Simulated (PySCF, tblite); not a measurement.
# CHF₂NSe, a complex of two parts: NMR shifts, interaction energy, infrared bands, spin-spin couplings and core binding energies

One table from this session's results is given with a row withheld; the runs are named, their logs left out.

Programs: tblite 0.8.0 and PySCF 2.14.0. All values are calculated, for the isolated system unless a continuum is named. Atoms count from 0, parts from 1.

## Starting point

6 atoms, charge 0, multiplicity 1; geometry: rigid parts in contact. Parts: 1 = atoms 0–2, `F[Se]F`, charge 0; 2 = atoms 3–5, `C#N`, charge 0.

The first run:

Job settings and geometry (Å):

```
{"job": {"kind": "dock", "xc": "GFN2-xTB", "basis": "xTB"}, "charge": 0, "multiplicity": 1, "parts": [{"atoms": "0-2", "charge": 0, "multiplicity": 1}, {"atoms": "3-5", "charge": 0, "multiplicity": 1}]}
F     -0.167202    -1.140978     0.756705
Se    -0.571170    -0.009670    -0.574227
F      0.738372     1.150648    -0.182478
C     -3.089341    -1.982032    -0.568856
N     -2.607437    -1.806455    -1.584341
H     -3.537690    -2.145331     0.375881
```

Method: GFN2-xTB search for minima from random contacts, gas phase.

Command:

```sh
OMP_NUM_THREADS=1 python cluster_run.py task.json out
```

The driver reads the jobs from task.json and runs them one after another.

Steps of the session up to this table: Docking the parts with GFN2-xTB; Geometry optimisation at PBE0-D3(BJ)/def2-SVPD; NMR shieldings: PBE0/pcSseg-2; Coupled-cluster interaction energy: CCSD(T) and MP2.

One table of the session follows, with a row left open; its other results are not shown here.

It belongs to the step «Coupled-cluster interaction energy: CCSD(T) and MP2». 

```
                 method  interaction energy (kcal/mol)
         HF/aug-cc-pVDZ                          -2.40
        MP2/aug-cc-pVDZ                          -5.45
       CCSD/aug-cc-pVDZ                          -4.00
    CCSD(T)/aug-cc-pVDZ                          -4.36
         HF/aug-cc-pVQZ                          -2.48
        MP2/aug-cc-pVQZ                          -6.71
    SCS-MP2/aug-cc-pVQZ                          -5.53
      MP2, extrapolated                              ?
CCSD(T), limit estimate                          -5.88
```

**Question.** Estimate the row for MP2, extrapolated.

**Answer.** interaction energy (kcal/mol): -6.98. In the column «interaction energy (kcal/mol)» it is the lowest.

Limits of these values: The interaction energy leaves out the deformation of the parts, 0.99 kcal/mol (MP2); added to the CCSD(T) estimate it gives a binding of about -4.89 kcal/mol.
